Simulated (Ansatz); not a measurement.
# Cl₃HHfSe: one species, many functionals

The task here is to estimate one member of a computed series from the others.

Computed with Ansatz 0.2.0, Gaussian basis. Level: functionals in def2-TZVPP, the program's frozen cores in correlated methods.

Plan: PBE-D4, r2SCAN-D4, PBE0-D4, B3LYP-D4, ωB97X-V, ωB97M-V, B2PLYP; MP2/def2-TZVPP; MP2/def2-QZVPP.

## Structure used throughout

All runs share one geometry, relaxed beforehand with PBE0-D4 in a triple-zeta def2 set. Hf takes the def2 core potential; no spin-orbit term is included.

6 atoms, charge 0, spin multiplicity 1.

Atoms are counted from 1 here; the program's logs count them from 0.

Bond lengths: Cl1–Hf2 2.316 Å, Hf2–Cl3 2.323 Å, Hf2–Cl4 2.323 Å, Hf2–Se5 2.551 Å, Se5–H6 1.475 Å. Angles: Cl1–Hf2–Cl3 111.8°, Cl1–Hf2–Cl4 111.8°, Cl1–Hf2–Se5 105.6°, Cl3–Hf2–Cl4 108.7°, Cl3–Hf2–Se5 109.5°, Cl4–Hf2–Se5 109.5°, Hf2–Se5–H6 87.5°.

As a file:

```mol
Cl3HHfSe
  3D, bonds by distance, orders not assigned

  6  5  0  0  0  0  0  0  0  0999 V2000
    1.5988   -1.5779    1.5133 Cl  0  0
    0.0807   -0.5160    0.1240 Hf  0  0
   -2.1112   -0.8841    0.7987 Cl  0  0
    0.3040   -1.2043   -2.0831 Cl  0  0
    0.6164    1.9718    0.2975 Se  0  0
   -0.4887    2.2105   -0.6505 H   0  0
  1  2  8  0
  2  3  8  0
  2  4  8  0
  2  5  8  0
  5  6  8  0
M  END
```

Set-up of the first run:

Input file in.yaml:

```yaml
crystal:
  periodic: [false, false, false]
  atoms:
    - {symbol: Cl, position_ang: [1.598802, -1.577931, 1.513317]}
    - {symbol: Hf, position_ang: [0.080672, -0.515962, 0.124026]}
    - {symbol: Cl, position_ang: [-2.111168, -0.884079, 0.798733]}
    - {symbol: Cl, position_ang: [0.304028, -1.204304, -2.083056]}
    - {symbol: Se, position_ang: [0.616412, 1.971793, 0.297489]}
    - {symbol: H, position_ang: [-0.488747, 2.210484, -0.650508]}
basis:
  gaussian: {orbitals: def2-TZVPP}
hamiltonian: {xc: pbe, dispersion: d4}
output: {forces: true, orbitals: {seedname: orbitals}}
```

Run with:

```sh
$ ansatz run in.yaml --threads 4 --pin off --events-out ev --progress --plain --max-ram 10444MiB
```

Among the steps run: PBE-D4 (GGA); r2SCAN-D4 (meta-GGA); PBE0-D4 (hybrid); B3LYP-D4 (hybrid); ωB97X-V (range-separated); ωB97M-V (range-separated); B2PLYP (double hybrid).

One table of the session follows, with a row left open; its other results are not shown here.

It belongs to the step «Frontier levels by functional». 

```
functional  HOMO (eV)  LUMO (eV)  gap (eV)
    PBE-D4          ?          ?         ?
 r2SCAN-D4      -6.95      -2.97      3.98
   PBE0-D4      -7.78      -2.32      5.45
  B3LYP-D4      -7.52      -2.50      5.02
   ωB97X-V     -10.02      -0.19      9.83
   ωB97M-V      -9.86      -0.25      9.60
```

Q: Estimate the row for PBE-D4 from the others.

As computed: HOMO (eV): -6.64; LUMO (eV): -3.12; gap (eV): 3.53. In the column «HOMO (eV)» it is the highest.
